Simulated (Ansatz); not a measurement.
# CH6GeO: a barrier at many levels of theory

Aim: the barrier and energy of one elementary step (Ge1–H4 formed, Ge1–O2 broken, C3–H4 broken) from LDA up to coupled cluster, on fixed structures, to see where each rung fails.

Method: single points in def2-TZVPP on PBE0-D4/def2-TZVP structures; program: Ansatz 0.2.0, Gaussian basis.

Levels: SPW92, PBE-D4, BLYP-D4, r2SCAN-D4, B97M-V, PBE0-D4, B3LYP-D4, r2SCAN0-D4, BHLYP-D4, CAM-B3LYP-D4, wB97X-V, wB97M-V, B2PLYP, PBE-QIDH, RPA on PBE, Hartree-Fock, MP2, CCSD, CCSD(T). The reference is CCSD(T) at the basis limit, from triple and quadruple zeta. Zero-point energies come from PBE0-D4 vibrations.

Correlated methods freeze the cores. Filled d shells of the heavier atoms are correlated. B3LYP uses VWN-RPA correlation. B2PLYP carries no dispersion term here.

13 further runs of the same task are left out: 13 set aside as unsound or not needed.

### 1 Start, saddle and end, as given

Charge 0, multiplicity 1. The folders r, ts and p hold the start, the saddle and the end; their coordinates stand in the first inputs.

| pair | r (Å) | ts (Å) | p (Å) |
| --- | --- | --- | --- |
| Ge1–H4 | 2.999 | 1.721 | 1.537 |
| Ge1–O2 | 1.779 | 2.196 | 3.261 |
| C3–H4 | 1.099 | 1.351 | 3.131 |

### 2 wB97M-V/def2-TZVPP

r/in.yaml

```yaml
crystal:
  periodic: [false, false, false]
  atoms:
    - {symbol: Ge, position_ang: [-0.139668, 1.118222, -0.766452]}
    - {symbol: O, position_ang: [-0.027816, -0.650085, -0.602832]}
    - {symbol: C, position_ang: [0.134926, -1.179757, 0.688873]}
    - {symbol: H, position_ang: [-0.707318, -0.930625, 1.348891]}
    - {symbol: H, position_ang: [1.151841, 1.754035, -0.214277]}
    - {symbol: H, position_ang: [-1.353786, 1.619921, 0.040637]}
    - {symbol: H, position_ang: [-0.306571, 1.365950, -2.267700]}
    - {symbol: H, position_ang: [1.059786, -0.829736, 1.167606]}
    - {symbol: H, position_ang: [0.188506, -2.267921, 0.605255]}
basis:
  gaussian: {orbitals: def2-TZVPP}
hamiltonian: {xc: {name: wB97M-V}}
```

ts/in.yaml

```yaml
crystal:
  periodic: [false, false, false]
  atoms:
    - {symbol: Ge, position_ang: [-0.264511, 0.987181, -0.425715]}
    - {symbol: O, position_ang: [1.034184, -0.763851, -0.687411]}
    - {symbol: C, position_ang: [0.388934, -1.103129, 0.382230]}
    - {symbol: H, position_ang: [-0.656050, -0.292572, 0.656470]}
    - {symbol: H, position_ang: [1.036013, 1.714983, -0.095540]}
    - {symbol: H, position_ang: [-1.412472, 1.834474, 0.249006]}
    - {symbol: H, position_ang: [-0.744019, 0.608227, -1.821784]}
    - {symbol: H, position_ang: [0.869150, -0.978241, 1.372496]}
    - {symbol: H, position_ang: [-0.251328, -2.007070, 0.370249]}
basis:
  gaussian: {orbitals: def2-TZVPP}
hamiltonian: {xc: {name: wB97M-V}}
```

p/in.yaml

```yaml
crystal:
  periodic: [false, false, false]
  atoms:
    - {symbol: Ge, position_ang: [-0.655442, 1.544005, -0.323017]}
    - {symbol: O, position_ang: [1.011550, -1.249270, -0.557431]}
    - {symbol: C, position_ang: [0.829731, -1.944058, 0.399324]}
    - {symbol: H, position_ang: [-0.989049, 0.569728, 0.817799]}
    - {symbol: H, position_ang: [0.834596, 1.898375, -0.288683]}
    - {symbol: H, position_ang: [-1.481047, 2.825376, -0.110189]}
    - {symbol: H, position_ang: [-1.032271, 0.922785, -1.671281]}
    - {symbol: H, position_ang: [0.152356, -1.640648, 1.222078]}
    - {symbol: H, position_ang: [1.329477, -2.926291, 0.511402]}
basis:
  gaussian: {orbitals: def2-TZVPP}
hamiltonian: {xc: {name: wB97M-V}}
```

No record of the launch command was kept for these runs.

After this run come: CCSD(T)/def2-TZVPP; MP2/def2-QZVPP; Vibrations of the start structure; Vibrations of the end structure.

**Question.** What will these runs give? Wanted: barrier, CCSD(T)/CBS; reverse barrier, CCSD(T)/CBS; step energy, CCSD(T)/CBS; barrier with zero-point energy; step energy with zero-point energy; imaginary mode at the saddle; largest T1 diagnostic.

As calculated:

| quantity | value |
| --- | --- |
| barrier, CCSD(T)/CBS | 302.1 kJ/mol |
| reverse barrier, CCSD(T)/CBS | 183.8 kJ/mol |
| step energy, CCSD(T)/CBS | +118.3 kJ/mol |
| barrier with zero-point energy | 287.2 kJ/mol |
| step energy with zero-point energy | +99.3 kJ/mol |
| imaginary mode at the saddle | 792i cm⁻¹ |
| largest T1 diagnostic | 0.014 |

What this shows: Among the functionals wB97X-V lands nearest to CCSD(T)/CBS (-0.9 kJ/mol) and SPW92 farthest (-36.3 kJ/mol). Mean unsigned error by rung: LDA 36.3, GGA 30.3, meta-GGA 19.3, hybrid 11.4, range-separated hybrid 3.7, double hybrid 3.0 kJ/mol. PBE-D4 gives a barrier 35.9 kJ/mol too low, outside chemical accuracy (1 kcal/mol, 4.2 kJ/mol). Every functional without exact exchange puts the barrier too low, the usual mark of self-interaction error, which favours the spread-out density of a saddle. The barrier rises with the share of exact exchange, from BLYP-D4 through B3LYP-D4 to BHLYP-D4 (-24.7, -10.0, +9.2 kJ/mol). Hartree-Fock, with no correlation, is off by +30.7 kJ/mol. Zero-point motion lowers the barrier by 15.0 kJ/mol.
